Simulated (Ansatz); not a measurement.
# C3H5FSn: a ladder of functionals and wavefunction methods

An exercise on one series of results from a longer session: the logs are not shown, and one member is left open.

Method: functionals in def2-TZVPP, the program's frozen cores in correlated methods; program: Ansatz 0.2.0, Gaussian basis.

Plan: LDA (SPW92), PBE-D4, revPBE-D4, BLYP-D4, r2SCAN-D4, B97M-V, PBE0-D4, B3LYP-D4, r2SCANh-D4, r2SCAN0-D4, HSE06-D4, BHLYP-D4, CAM-B3LYP-D4, LC-ωPBE, ωB97X-V, ωB97M-V, B2PLYP, PBE-QIDH; CCSD(T)/def2-SVP; CCSD(T)/def2-TZVPP; MP2/def2-QZVPP; extrapolation to the limit; RPA on PBE.

## The geometry

The geometry comes from an earlier relaxation with PBE0-D4 in a triple-zeta def2 set; it is a stationary point, not always the lowest conformer. Sn takes the def2 core potential; no spin-orbit term is included.

10 atoms, charge 0, spin multiplicity 1.

Atoms are counted from 1 here; the program's logs count them from 0.

Bond lengths: C1–C2 1.206 Å, C1–H6 1.066 Å, C2–Sn3 2.077 Å, Sn3–C4 2.117 Å, Sn3–F5 1.925 Å, Sn3–H7 1.700 Å, C4–H8 1.090 Å, C4–H9 1.089 Å, C4–H10 1.089 Å. Angles: C2–C1–H6 179.4°, C1–C2–Sn3 178.0°, C2–Sn3–C4 111.6°, C2–Sn3–F5 104.6°, C2–Sn3–H7 110.9°, C4–Sn3–F5 105.2°, C4–Sn3–H7 118.3°, F5–Sn3–H7 104.9°, Sn3–C4–H8 110.0°, Sn3–C4–H9 109.7°, Sn3–C4–H10 108.6°, H8–C4–H9 109.5°, H8–C4–H10 109.4°, H9–C4–H10 109.6°.

Set-up of the first run:

Contents of in.yaml:

```yaml
crystal:
  periodic: [false, false, false]
  atoms:
    - {symbol: C, position_ang: [0.319229, 2.495511, -1.344662]}
    - {symbol: C, position_ang: [0.112521, 1.338652, -1.071943]}
    - {symbol: Sn, position_ang: [-0.277480, -0.631919, -0.543866]}
    - {symbol: C, position_ang: [-0.036650, -0.944895, 1.536189]}
    - {symbol: F, position_ang: [1.132768, -1.646690, -1.373907]}
    - {symbol: H, position_ang: [0.508824, 3.514781, -1.594407]}
    - {symbol: H, position_ang: [-1.705683, -1.185804, -1.281411]}
    - {symbol: H, position_ang: [-0.782507, -0.373425, 2.088881]}
    - {symbol: H, position_ang: [-0.147897, -2.004493, 1.763162]}
    - {symbol: H, position_ang: [0.959975, -0.612818, 1.824864]}
basis:
  gaussian: {orbitals: def2-TZVPP}
hamiltonian: {xc: lda}
output: {orbitals: {seedname: orbitals}}
```

Steps of the session up to this table: LDA; PBE-D4 (GGA); revPBE-D4 (GGA); BLYP-D4 (GGA); r2SCAN-D4 (meta-GGA); B97M-V (meta-GGA); PBE0-D4 (hybrid); B3LYP-D4 (hybrid); r2SCANh-D4 (hybrid); r2SCAN0-D4 (hybrid); HSE06-D4 (hybrid); BHLYP-D4 (hybrid); CAM-B3LYP-D4 (range-separated); LC-ωPBE-D4 (range-separated; the results give it without D4); ωB97X-V (range-separated); ωB97M-V (range-separated); B2PLYP (double hybrid); PBE-QIDH (double hybrid).

One table of the session follows, with a row left open; its other results are not shown here.

It belongs to the step «Orbital energies across the functionals». 

```
  functional  HOMO (eV)  gap (eV)
 LDA (SPW92)      -7.24      5.38
      PBE-D4      -7.06      5.48
   revPBE-D4      -6.99      5.54
     BLYP-D4      -6.89      5.42
   r2SCAN-D4      -7.30      6.00
      B97M-V      -7.30      5.92
     PBE0-D4      -8.28      7.55
    B3LYP-D4      -8.03      7.07
  r2SCANh-D4      -7.76      6.75
  r2SCAN0-D4      -8.44      7.88
    HSE06-D4          ?         ?
    BHLYP-D4      -9.33      9.44
CAM-B3LYP-D4      -9.62      9.85
     LC-ωPBE     -11.04     12.42
     ωB97X-V     -10.63     11.88
     ωB97M-V     -10.50     11.50
```

Q: Estimate the row for HSE06-D4 from the others.

The run gave: HOMO (eV): -7.87; gap (eV): 6.78. In the column «HOMO (eV)» it lies between B3LYP-D4 (-8.03) and r2SCANh-D4 (-7.76).
